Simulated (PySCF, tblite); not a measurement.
**C₅H₅FO: geometry, infrared bands, NMR shifts and spin-spin couplings**

Wanted: the infrared bands, NMR shifts and spin-spin couplings of C₅H₅FO (`C=C/C=C\C(=O)F`), by calculation.

Computed with tblite 0.8.0 and PySCF 2.14.0, with density-fitted response routines of our own, on a single molecule in the gas phase. Atoms count from 0, in the outputs and in this text.

### 1 The molecule as given

12 atoms, charge 0, multiplicity 1; geometry from: force field or distance geometry start.

Bonds of the start (Å): C0–C1 1.34, C1–C2 1.43, C2–C3 1.33, C3–C4 1.44, C4–O5 1.25, C4–F6 1.37, C0–H7 1.07, C0–H8 1.08, C1–H9 1.08, C2–H10 1.10, C3–H11 1.10.

### 2 Optimising the geometry with GFN2-xTB

The job: settings as JSON, then the geometry in Å.

```
{"job": {"kind": "relax", "xc": "GFN2-xTB", "basis": "xTB"}, "charge": 0, "multiplicity": 1}
C      2.124300     0.047400     0.752500
C      0.905300    -0.299000     0.323100
C      0.014600     0.761400    -0.018800
C     -1.216000     0.544300    -0.460400
C     -1.832400    -0.741000    -0.627200
O     -1.341600    -1.868700    -0.427100
F     -3.121600    -0.740200    -1.099800
H      2.854300    -0.685600     1.041300
H      2.365500     1.099500     0.811000
H      0.706300    -1.357300     0.296900
H      0.353500     1.802900     0.071100
H     -1.810900     1.435700    -0.688300
```

On the command line:

```
$ OMP_NUM_THREADS=1 python probes_run.py task.json out
```

One launch serves the whole session: the jobs run in the order shown.

Standard output:

```text
step      E/eV     max force
  0    -598.18360    4.079
  1    -598.23289    5.270
  2    -598.38695    0.719
  3    -598.41255    0.472
  4    -598.45723    0.628
  5    -598.47211    0.370
  6    -598.47987    0.227
  7    -598.48554    0.304
  8    -598.49240    0.338
  9    -598.49664    0.187
 10    -598.49870    0.153
 11    -598.50083    0.210
 12    -598.50318    0.206
 13    -598.50493    0.120
 14    -598.50592    0.069
 15    -598.50659    0.093
 16    -598.50707    0.091
 17    -598.50732    0.048
 18    -598.50742    0.025
 19    -598.50747    0.019
 20    -598.50751    0.022
 21    -598.50754    0.014
 22    -598.50756    0.015
 23    -598.50758    0.013
 24    -598.50759    0.012
 25    -598.50760    0.007
```

Run time: 0.08 s. Hardware: 1 thread of Arm Neoverse V2, shared host.

Step by step:

| step | energy from step 0 (eV) | largest force (eV/Å) |
| --- | --- | --- |
| 0 | 0.0000 | 4.0795 |
| 1 | -0.0493 | 5.2698 |
| 2 | -0.2034 | 0.7185 |
| 3 | -0.2290 | 0.4716 |
| 4 | -0.2736 | 0.6280 |
| 5 | -0.2885 | 0.3695 |
| 6 | -0.2963 | 0.2268 |
| 7 | -0.3019 | 0.3037 |
| 8 | -0.3088 | 0.3378 |
| 9 | -0.3130 | 0.1871 |
| 10 | -0.3151 | 0.1530 |
| 11 | -0.3172 | 0.2105 |
| 12 | -0.3196 | 0.2061 |
| 13 | -0.3213 | 0.1202 |
| 14 | -0.3223 | 0.0692 |
| 15 | -0.3230 | 0.0932 |
| 16 | -0.3235 | 0.0912 |
| 17 | -0.3237 | 0.0479 |
| 18 | -0.3238 | 0.0253 |
| 19 | -0.3239 | 0.0193 |
| 20 | -0.3239 | 0.0217 |
| 21 | -0.3239 | 0.0136 |
| 22 | -0.3240 | 0.0149 |
| 23 | -0.3240 | 0.0126 |
| 24 | -0.3240 | 0.0123 |
| 25 | -0.3240 | 0.0070 |

Close pairs (by a distance rule), those that changed most:

| bond | before (Å) | after (Å) | change (Å) |
| --- | --- | --- | --- |
| C4–O5 | 1.246 | 1.187 | -0.059 |
| C2–C3 | 1.325 | 1.347 | +0.022 |
| C3–H11 | 1.096 | 1.080 | -0.015 |
| C2–H10 | 1.099 | 1.084 | -0.015 |
| C3–C4 | 1.435 | 1.449 | +0.014 |
| C1–C2 | 1.426 | 1.438 | +0.012 |
| C0–C1 | 1.338 | 1.333 | -0.005 |
| C1–H9 | 1.077 | 1.080 | +0.002 |

The end geometry stands in the next job.

### 3 Infrared spectrum with GFN2-xTB

The job: settings as JSON, then the geometry in Å.

```
{"job": {"kind": "ir", "xc": "GFN2-xTB", "basis": "xTB"}, "charge": 0, "multiplicity": 1}
C      2.185671     0.066362     0.776847
C      0.963792    -0.254043     0.350189
C      0.001791     0.747141    -0.023957
C     -1.251272     0.521892    -0.465025
C     -1.845300    -0.788177    -0.637906
O     -1.423524    -1.882246    -0.453497
F     -3.132405    -0.659718    -1.103542
H      2.904139    -0.684267     1.056536
H      2.505998     1.093143     0.859690
H      0.657064    -1.286112     0.272263
H      0.332231     1.775795     0.062876
H     -1.896987     1.349544    -0.720500
```

Standard output:

```text
mode    cm-1     km/mol
  1      56.9      0.03
  2     111.3      0.00
  3     158.5      3.77
  4     282.7      4.89
  5     310.9      0.03
  6     371.3      1.28
  7     552.8      0.05
  8     553.0     16.30
  9     698.1      9.13
 10     702.8     31.61
 11     834.4     39.24
 12     866.8     99.73
 13     904.6      3.67
 14     930.6      5.19
 15     939.3     72.21
 16    1021.7     26.92
 17    1042.6    360.33
 18    1138.6      2.32
 19    1247.0      2.61
 20    1266.3      0.19
 21    1349.8     39.70
 22    1410.3      2.12
 23    1613.2    206.05
 24    1639.8      6.47
 25    1814.7    364.28
 26    3043.6     15.93
 27    3091.2     10.27
 28    3092.8      3.02
 29    3107.3      6.67
 30    3139.1     19.66
```

It took 0.19 s on 1 thread of Arm Neoverse V2, shared host.

Which atoms move in the most intense modes:

| cm⁻¹ | km/mol | atoms |
| --- | --- | --- |
| 703 | 31.6 | C4 41 %, C1 11 % |
| 834 | 39.2 | H11 42 %, H10 13 %, C3 12 %, C4 10 % |
| 867 | 99.7 | C3 34 %, C4 21 %, F6 18 %, O5 14 % |
| 939 | 72.2 | H7 32 %, H8 20 %, C0 16 % |
| 1043 | 360.3 | C4 54 %, C3 12 % |
| 1350 | 39.7 | H11 23 %, H8 16 %, H10 14 %, C3 13 % |
| 1613 | 206.1 | C2 48 %, C3 44 % |
| 1815 | 364.3 | C4 62 %, O5 36 % |

### 4 Shielding tensors: PBE0/pcSseg-1

The job, as its differences from that of step 3:

```diff
@@ -1,2 +1,2 @@
-{"job": {"kind": "ir", "xc": "GFN2-xTB", "basis": "xTB"}, "charge": 0, "multiplicity": 1}
+{"job": {"kind": "nmr", "xc": "PBE0", "basis": "pcSseg-1"}, "charge": 0, "multiplicity": 1}
 C      2.185671     0.066362     0.776847
```

With the program's defaults for keys left out, this is: GIAO PBE0/pcSseg-1 NMR shielding, non-relativistic, gas phase.

Standard output:

```text
coarse grid: 10704 points
cycle   1  E = -367.9318702244  dE =  1.105e+00  |g| = 8.805e-01  |ddm| = 3.197e+00
cycle   2  E = -367.5428000240  dE =  3.891e-01  |g| = 1.703e+00  |ddm| = 1.682e+00
cycle   3  E = -368.0653515787  dE = -5.226e-01  |g| = 2.568e-01  |ddm| = 1.238e+00
cycle   4  E = -368.0766936253  dE = -1.134e-02  |g| = 7.532e-02  |ddm| = 2.210e-01
cycle   5  E = -368.0774510363  dE = -7.574e-04  |g| = 2.163e-02  |ddm| = 5.153e-02
cycle   6  E = -368.0775538267  dE = -1.028e-04  |g| = 4.920e-03  |ddm| = 1.972e-02
cycle   7  E = -368.0775574568  dE = -3.630e-06  |g| = 2.212e-03  |ddm| = 4.396e-03
final grid: 105712 points
cycle   8  E = -368.1363242635  dE = -1.618e-05  |g| = 1.183e-02  |ddm| = 3.437e-02
cycle   9  E = -368.1362545299  dE =  6.973e-05  |g| = 2.247e-02  |ddm| = 2.198e-02
cycle  10  E = -368.1363517185  dE = -9.719e-05  |g| = 2.242e-03  |ddm| = 1.492e-02
cycle  11  E = -368.1363527472  dE = -1.029e-06  |g| = 4.167e-04  |ddm| = 1.815e-03
cycle  12  E = -368.1363527699  dE = -2.273e-08  |g| = 1.424e-04  |ddm| = 3.999e-04
cycle  13  E = -368.1363527731  dE = -3.231e-09  |g| = 4.146e-05  |ddm| = 1.192e-04
cycle  14  E = -368.1363527736  dE = -4.134e-10  |g| = 1.521e-05  |ddm| = 4.872e-05
converged SCF energy = -368.1363527736

GIAO shielding tensors (ppm)
atom      isotropic    diamagn.    paramagn.     s11        s22        s33       span
  0 C       46.089     254.071    -207.982    -65.569     44.628    159.207    224.776
  1 C       44.785     255.681    -210.896    -71.983     32.561    173.777    245.760
  2 C       24.157     256.352    -232.195    -90.973     17.218    146.225    237.198
  3 C       68.644     255.127    -186.482    -20.213     82.039    144.107    164.319
  4 C       22.179     250.708    -228.530    -89.736     48.385    107.887    197.623
  5 O     -103.638     404.331    -507.969   -332.302   -229.845    251.233    583.535
  6 F      111.719     476.182    -364.463   -101.895    143.712    293.341    395.236
  7 H       25.491      29.316      -3.825     22.988     24.875     28.609      5.620
  8 H       25.631      30.738      -5.108     22.136     25.639     29.117      6.981
  9 H       23.170      32.689      -9.519     19.555     20.795     29.161      9.606
 10 H       24.618      32.554      -7.936     21.847     23.643     28.364      6.517
 11 H       25.895      30.748      -4.853     22.942     25.489     29.254      6.311
```

Run time: 10 s. Hardware: 1 thread of Arm Neoverse V2, shared host; peak memory 0.69 GiB.

The references, computed at this level on geometries of the same kind, shield at (ppm): ¹H TMS 31.72, ¹³C TMS 186.9, ¹⁹F CFCl3 170.9, ¹⁷O H2O 336.1. Their shielding less the atom's gives the shift. The references are single molecules in the gas phase, so shifts against H2O, NH3, PH3, H3PO4 or CFCl3 are not on the usual liquid scales and can be off by tens of ppm.

| atoms | environment | σ (ppm) | δ (ppm) | δ scaled to CDCl3 |
| --- | --- | --- | --- | --- |
| C4 | carbonyl carbon | 22.2 | 164.7 | 158.9 |
| C2 | β carbon of a C=C–C=O unit | 24.2 | 162.8 | 156.9 |
| C1 | alkene CH | 44.8 | 142.1 | 136.8 |
| C0 | terminal =CH2 carbon | 46.1 | 140.8 | 135.5 |
| C3 | α carbon of a C=C–C=O unit | 68.6 | 118.3 | 113.5 |
| H9 | hydrogen on an alkene CH | 23.17 | 8.55 | 8.16 |
| H10 | hydrogen on a β carbon of a C=C–C=O unit | 24.62 | 7.10 | 6.80 |
| H7 | hydrogen on a terminal =CH2 carbon | 25.49 | 6.23 | 5.98 |
| H8 | hydrogen on a terminal =CH2 carbon | 25.63 | 6.09 | 5.84 |
| H11 | hydrogen on an α carbon of a C=C–C=O unit | 25.89 | 5.82 | 5.59 |
| O5 | carbonyl oxygen | -103.6 | 439.7 | – |
| F6 | fluorine bonded to C | 111.7 | 59.2 | – |

The scaled column applies a straight-line fit of computed shieldings to shifts measured in CDCl3, and one for carbons that bear F (root-mean-square error 0.16 ppm for H, 1.9 ppm for C).

The run also stored atomic charges by several schemes (e):

| atoms | Mulliken | IAO | Hirshfeld | ESP fit |
| --- | --- | --- | --- | --- |
| C0 | -0.11 | -0.27 | -0.06 | -0.39 |
| C1 | -0.18 | -0.15 | -0.04 | -0.09 |
| C2 | -0.08 | -0.07 | 0.00 | 0.02 |
| C3 | -0.23 | -0.24 | -0.07 | -0.50 |
| C4 | 0.59 | 0.59 | 0.23 | 0.83 |
| O5 | -0.36 | -0.40 | -0.22 | -0.50 |
| F6 | -0.29 | -0.30 | -0.11 | -0.29 |

Mayer bond orders: C0–C1 1.86, C1–C2 1.12, C2–C3 1.73, C3–C4 1.07, C4–O5 2.01, C4–F6 0.93.

### 5 J couplings: B3LYP/pcJ-1

The job, as its differences from that of step 4:

```diff
@@ -1,2 +1,2 @@
-{"job": {"kind": "nmr", "xc": "PBE0", "basis": "pcSseg-1"}, "charge": 0, "multiplicity": 1}
+{"job": {"kind": "j", "xc": "B3LYP", "basis": "pcJ-1"}, "charge": 0, "multiplicity": 1}
 C      2.185671     0.066362     0.776847
```

Level: B3LYP/pcJ-1 indirect spin-spin coupling, non-relativistic, gas phase.

Standard output:

```text
coarse grid: 10704 points
cycle   1  E = -368.3617834046  dE =  1.037e+00  |g| = 9.587e-01  |ddm| = 3.084e+00
cycle   2  E = -367.8313426547  dE =  5.304e-01  |g| = 1.952e+00  |ddm| = 1.868e+00
cycle   3  E = -368.5085034026  dE = -6.772e-01  |g| = 3.243e-01  |ddm| = 1.413e+00
cycle   4  E = -368.5262901381  dE = -1.779e-02  |g| = 1.028e-01  |ddm| = 2.676e-01
cycle   5  E = -368.5275894220  dE = -1.299e-03  |g| = 3.147e-02  |ddm| = 6.650e-02
cycle   6  E = -368.5278007935  dE = -2.114e-04  |g| = 6.907e-03  |ddm| = 2.549e-02
cycle   7  E = -368.5278075895  dE = -6.796e-06  |g| = 3.168e-03  |ddm| = 5.936e-03
cycle   8  E = -368.5278099677  dE = -2.378e-06  |g| = 9.557e-04  |ddm| = 2.908e-03
final grid: 105712 points
cycle   9  E = -368.5967983334  dE = -1.572e-04  |g| = 7.270e-03  |ddm| = 2.486e-02
cycle  10  E = -368.5967843325  dE =  1.400e-05  |g| = 1.093e-02  |ddm| = 1.225e-02
cycle  11  E = -368.5968082668  dE = -2.393e-05  |g| = 1.899e-03  |ddm| = 8.409e-03
cycle  12  E = -368.5968088363  dE = -5.695e-07  |g| = 8.863e-04  |ddm| = 1.725e-03
cycle  13  E = -368.5968089470  dE = -1.107e-07  |g| = 3.239e-04  |ddm| = 6.913e-04
cycle  14  E = -368.5968089648  dE = -1.778e-08  |g| = 4.868e-05  |ddm| = 2.152e-04
cycle  15  E = -368.5968089652  dE = -4.187e-10  |g| = 2.007e-05  |ddm| = 4.506e-05
converged SCF energy = -368.5968089652

Indirect spin-spin couplings (Hz)
  i      j    bonds     total        FC       PSO       DSO        SD
  0 C    1 C    1     74.044    83.666    -9.770     0.148         -
  0 C    2 C    2      1.051     0.712     0.377    -0.037         -
  0 C    3 C    3      7.377     6.538     0.920    -0.080         -
  0 C    4 C    4     -1.206    -1.316     0.151    -0.041         -
  0 C    6 F    5      1.995     0.787    -0.156    -0.234     1.598
  0 C    7 H    1    169.295   168.697     0.092     0.506         -
  0 C    8 H    1    162.153   161.501     0.106     0.546         -
  0 C    9 H    2      1.262     2.896    -1.123    -0.512         -
  0 C   10 H    3      6.846     7.066    -0.204    -0.016         -
  0 C   11 H    4     -1.056    -1.177     0.446    -0.325         -
  1 C    2 C    1     55.197    58.521    -3.549     0.226         -
  1 C    3 C    2     -1.441    -1.446     0.019    -0.014         -
  1 C    4 C    3      2.658     2.761    -0.153     0.050         -
  1 C    5 O    4     -2.186    -2.109    -0.051    -0.026         -
  1 C    7 H    2      0.247     2.023    -1.265    -0.512         -
  1 C    8 H    2     -3.002    -1.117    -1.375    -0.510         -
  1 C    9 H    1    171.231   170.384    -0.080     0.927         -
  1 C   10 H    2      1.451     2.190    -0.475    -0.264         -
  1 C   11 H    3     10.366    10.467     0.346    -0.447         -
  2 C    3 C    1     74.684    84.009    -9.544     0.219         -
  2 C    4 C    2      2.743     2.424     0.288     0.031         -
  2 C    5 O    3      0.181    -0.074     0.241     0.014         -
  2 C    6 F    3     21.305    10.391     7.071    -0.331     4.174
  2 C    7 H    3     14.776    14.853     0.405    -0.481         -
  2 C    8 H    3     10.594    10.660    -0.105     0.039         -
  2 C    9 H    2      4.483     5.170    -0.473    -0.214         -
  2 C   10 H    1    161.584   160.997    -0.271     0.857         -
  2 C   11 H    2     -1.116     0.516    -1.260    -0.373         -
  3 C    4 C    1     90.167    92.728    -2.910     0.349         -
  3 C    5 O    2     -0.254    -0.713     0.413     0.046         -
  3 C    6 F    2     78.023    85.570    -6.706    -0.012    -0.829
  3 C    8 H    4     -1.190    -1.346     0.390    -0.234         -
  3 C    9 H    3      3.681     3.976    -0.327     0.032         -
  3 C   10 H    2      1.183     2.786    -1.281    -0.322         -
  3 C   11 H    1    172.733   171.532     0.234     0.966         -
  4 C    5 O    1     23.660    11.796    11.972    -0.108         -
  4 C    6 F    1   -388.031  -351.026   -41.278     1.009     3.264
  4 C    7 H    5      0.777     0.801     0.135    -0.158         -
  4 C    8 H    5      0.724     0.753     0.141    -0.171         -
  4 C    9 H    4     -0.874    -0.574    -0.588     0.289         -
  4 C   10 H    3     17.113    17.109     0.343    -0.339         -
  4 C   11 H    2     -0.881    -0.528    -0.376     0.023         -
  5 O    6 F    2     64.794   -13.174    79.769     0.223    -2.023
  5 O    8 H    6     -0.196    -0.315     0.001     0.118         -
  5 O    9 H    5      0.247     0.011     0.570    -0.335         -
  5 O   10 H    4      0.244     0.179    -0.164     0.229         -
  5 O   11 H    3     -2.090    -2.245    -0.206     0.361         -
  6 F    9 H    5      0.314     0.361     0.993    -0.966    -0.073
  6 F   10 H    4      9.261     7.475     2.757    -1.233     0.263
  6 F   11 H    3     -4.606    -2.396    -1.641     0.430    -0.999
  7 H    8 H    2      0.429     0.243     3.821    -3.635         -
  7 H    9 H    3     11.663    12.022     0.217    -0.575         -
  7 H   10 H    4     -1.048    -0.896     1.596    -1.748         -
  7 H   11 H    5      1.611     1.676     1.234    -1.300         -
  8 H    9 H    3     18.163    18.652     2.723    -3.212         -
  8 H   10 H    4     -0.926    -0.950    -1.466     1.489         -
  8 H   11 H    5      1.101     1.142     0.740    -0.782         -
  9 H   10 H    3     12.308    12.508     2.713    -2.912         -
  9 H   11 H    4     -1.352    -1.196     1.612    -1.768         -
 10 H   11 H    3     12.401    12.705    -0.111    -0.193         -
```

It took 28 s on 1 thread of Arm Neoverse V2, shared host; peak memory 0.91 GiB.

A choice of the couplings up to four bonds, sorted by the number of bonds; isotopes 13C, 19F, 1H, 17O:

| pair | bonds | J (Hz) | Fermi contact (Hz) | dihedral (°) |
| --- | --- | --- | --- | --- |
| C4–F6 | 1 | -388.0 | -351.0 | – |
| C3–H11 | 1 | 172.7 | 171.5 | – |
| C1–H9 | 1 | 171.2 | 170.4 | – |
| C0–H7 | 1 | 169.3 | 168.7 | – |
| C0–H8 | 1 | 162.2 | 161.5 | – |
| C2–H10 | 1 | 161.6 | 161.0 | – |
| C3–C4 | 1 | 90.2 | 92.7 | – |
| C2–C3 | 1 | 74.7 | 84.0 | – |
| C0–C1 | 1 | 74.0 | 83.7 | – |
| C3–F6 | 2 | 78.0 | 85.6 | – |
| O5–F6 | 2 | 64.8 | -13.2 | – |
| C2–H9 | 2 | 4.5 | 5.2 | – |
| C1–H8 | 2 | -3.0 | -1.1 | – |
| C2–C4 | 2 | 2.7 | 2.4 | – |
| C1–H10 | 2 | 1.5 | 2.2 | – |
| C1–C3 | 2 | -1.4 | -1.4 | – |
| C0–H9 | 2 | 1.3 | 2.9 | – |
| C3–H10 | 2 | 1.2 | 2.8 | – |
| C2–F6 | 3 | 21.3 | 10.4 | -180 |
| H8–H9 | 3 | 18.2 | 18.7 | 180 |
| C4–H10 | 3 | 17.1 | 17.1 | 180 |
| C2–H7 | 3 | 14.8 | 14.9 | 180 |
| H10–H11 | 3 | 12.4 | 12.7 | 0 |
| H9–H10 | 3 | 12.3 | 12.5 | 180 |
| H7–H9 | 3 | 11.7 | 12.0 | 0 |
| C2–H8 | 3 | 10.6 | 10.7 | 0 |
| C1–H11 | 3 | 10.4 | 10.5 | 180 |
| F6–H10 | 4 | 9.3 | 7.5 | – |
| C1–O5 | 4 | -2.2 | -2.1 | – |
| H9–H11 | 4 | -1.4 | -1.2 | – |
| C0–C4 | 4 | -1.2 | -1.3 | – |
| C3–H8 | 4 | -1.2 | -1.3 | – |
| C0–H11 | 4 | -1.1 | -1.2 | – |
| H7–H10 | 4 | -1.0 | -0.9 | – |

The spin-dipole term was solved for some atoms only; pairs without it lack that part.

The response was solved for the nuclei of C, F, H alone, so couplings that need other nuclei can be missing.

Quadrupole couplings from the field gradients of the same density:

| atom | isotope | eQq/h (MHz) | η |
| --- | --- | --- | --- |
| O5 | 17O | 9.115 | 0.29 |

Shifts (PBE0/pcSseg-1, scaled to CDCl3) and these couplings together give the proton spectrum at 600 MHz below. H–H couplings in it are scaled by factors fitted to measured ones, so they differ from the table.

¹H NMR δ 8.16 (dtd, J = 16.6, 11.0, 1.4 Hz, 1H), 6.80 (tdd, J = 11.3, 9.3, 1.0 Hz, 1H), 5.98 (dt, J = 10.7, 1.3 Hz, 1H), 5.84 (dd, J = 16.6, 1.1 Hz, 1H), 5.59 (ddq, J = 11.4, 4.6, 1.4 Hz, 1H).

### 6 Outcome

| quantity | value |
| --- | --- |
| strongest single infrared mode (GFN2-xTB) | 1815 cm⁻¹, 364 km/mol |
| zero-point energy (GFN2-xTB) | 53.3 kcal/mol |
| ¹³C shifts against TMS (PBE0/pcSseg-1) | 164.7, 162.8, 142.1, 140.8, 118.3 ppm |
| ¹H shifts against TMS (PBE0/pcSseg-1) | 8.55, 7.10, 6.23, 6.09, 5.82 ppm |
| ¹⁷O shifts against H2O (PBE0/pcSseg-1) | 439.7 ppm |
| ¹⁹F shifts against CFCl3 (PBE0/pcSseg-1) | 59.2 ppm |
| largest coupling of the table (B3LYP/pcJ-1) | ¹J(C,F) C4–F6, -388.0 Hz |

**Reading.** Relaxing lowered the energy by 0.324 eV in 25 steps; the close pair that moved most is C4–O5, from 1.246 to 1.187 Å. No mode is imaginary among the 30: a minimum at this level. The strongest single mode, at 1815 cm⁻¹, moves mainly C4 and O5. GFN2-xTB is a fitted tight-binding method: band positions and strengths are rough. Its intensities can rank the bands wrongly. At PBE0/pcSseg-1: Shielding is most anisotropic at O5 (span 584 ppm, paramagnetic term -508 ppm). Of the pairs tabulated at B3LYP/pcJ-1, C4–F6 couples most strongly (-388.0 Hz; Fermi contact -351.0 Hz). Couplings across rotatable bonds belong to this one conformer; where others are populated, the observed values are averages.
